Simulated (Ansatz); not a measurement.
**CH3ClO2Si: up Jacob's ladder to CCSD(T)**

An exercise on one series of results from a longer session: the logs are not shown, and one member is left open.

Computed with Ansatz 0.2.0, Gaussian basis. Level: functionals in def2-TZVPP, the program's frozen cores in correlated methods.

Levels to be run: LDA (SPW92), PBE-D4, revPBE-D4, BLYP-D4, r2SCAN-D4, B97M-V, PBE0-D4, B3LYP-D4, r2SCANh-D4, r2SCAN0-D4, HSE06-D4, BHLYP-D4, CAM-B3LYP-D4, LC-ωPBE, ωB97X-V, ωB97M-V, B2PLYP, PBE-QIDH; CCSD(T)/def2-SVP; CCSD(T)/def2-TZVPP; MP2/def2-QZVPP; extrapolation to the limit; RPA on PBE.

## Structure used throughout

The geometry comes from an earlier relaxation with PBE0-D4 in a triple-zeta def2 set; it is a stationary point, not always the lowest conformer.

SMILES `O[Si]1(Cl)CO1`, 8 atoms, charge 0, spin multiplicity 1.

Atoms are counted from 1 here; the program's logs count them from 0.

Bond lengths: O1–Si2 1.620 Å, O1–H6 0.960 Å, Si2–Cl3 2.016 Å, Si2–C4 1.788 Å, Si2–O5 1.631 Å, C4–O5 1.519 Å, C4–H7 1.088 Å, C4–H8 1.087 Å. Angles: Si2–O1–H6 116.6°, O1–Si2–Cl3 106.0°, O1–Si2–C4 127.6°, O1–Si2–O5 119.8°, Cl3–Si2–C4 122.4°, Cl3–Si2–O5 119.1°, C4–Si2–O5 52.5°, Si2–C4–O5 58.4°, Si2–C4–H7 123.2°, Si2–C4–H8 122.5°, O5–C4–H7 111.7°, O5–C4–H8 111.8°, H7–C4–H8 113.0°, Si2–O5–C4 69.1°.

Set-up of the first run:

File in.yaml:

```yaml
crystal:
  periodic: [false, false, false]
  atoms:
    - {symbol: O, position_ang: [-0.431138, 1.574054, 0.996750]}
    - {symbol: Si, position_ang: [0.382535, 0.303258, 0.407637]}
    - {symbol: Cl, position_ang: [2.005327, 0.086430, 1.584576]}
    - {symbol: C, position_ang: [-0.254040, -1.028010, -0.601899]}
    - {symbol: O, position_ang: [0.540715, 0.117648, -1.204689]}
    - {symbol: H, position_ang: [-1.140297, 1.921814, 0.450748]}
    - {symbol: H, position_ang: [-1.273585, -1.053363, -0.980888]}
    - {symbol: H, position_ang: [0.262683, -1.978930, -0.708136]}
basis:
  gaussian: {orbitals: def2-TZVPP}
hamiltonian: {xc: lda}
output: {orbitals: {seedname: orbitals}}
```

On the command line:

```sh
ansatz run in.yaml --threads 2 --pin off --events-out ev --progress --plain --max-ram 4352MiB
```

Among the steps run: LDA; PBE-D4 (GGA); revPBE-D4 (GGA); BLYP-D4 (GGA); r2SCAN-D4 (meta-GGA); B97M-V (meta-GGA); PBE0-D4 (hybrid); B3LYP-D4 (hybrid); r2SCANh-D4 (hybrid); r2SCAN0-D4 (hybrid); HSE06-D4 (hybrid); BHLYP-D4 (hybrid); CAM-B3LYP-D4 (range-separated); LC-ωPBE (range-separated); ωB97X-V (range-separated); ωB97M-V (range-separated); B2PLYP (double hybrid); PBE-QIDH (double hybrid).

One of the session's tables, all rows but one given; the rest of the session is left out.

It belongs to the step «Orbital energies across the functionals». 

| functional | HOMO (eV) | gap (eV) |
| --- | --- | --- |
| LDA (SPW92) | -6.65 | 5.40 |
| PBE-D4 | ? | ? |
| revPBE-D4 | -6.40 | 5.49 |
| BLYP-D4 | -6.35 | 5.38 |
| r2SCAN-D4 | -6.74 | 6.21 |
| B97M-V | -6.79 | 6.15 |
| PBE0-D4 | -7.85 | 7.81 |
| B3LYP-D4 | -7.63 | 7.26 |
| r2SCANh-D4 | -7.25 | 7.05 |
| r2SCAN0-D4 | -8.03 | 8.30 |
| HSE06-D4 | -7.45 | 7.02 |
| BHLYP-D4 | -9.15 | 9.95 |
| CAM-B3LYP-D4 | -9.27 | 10.16 |
| LC-ωPBE | -10.63 | 12.87 |
| ωB97X-V | -10.25 | 12.30 |
| ωB97M-V | -10.12 | 11.79 |

Estimate the missing values for PBE-D4.

As computed: HOMO (eV): -6.46; gap (eV): 5.45. In the column «HOMO (eV)» it lies between LDA (SPW92) (-6.65) and revPBE-D4 (-6.40).
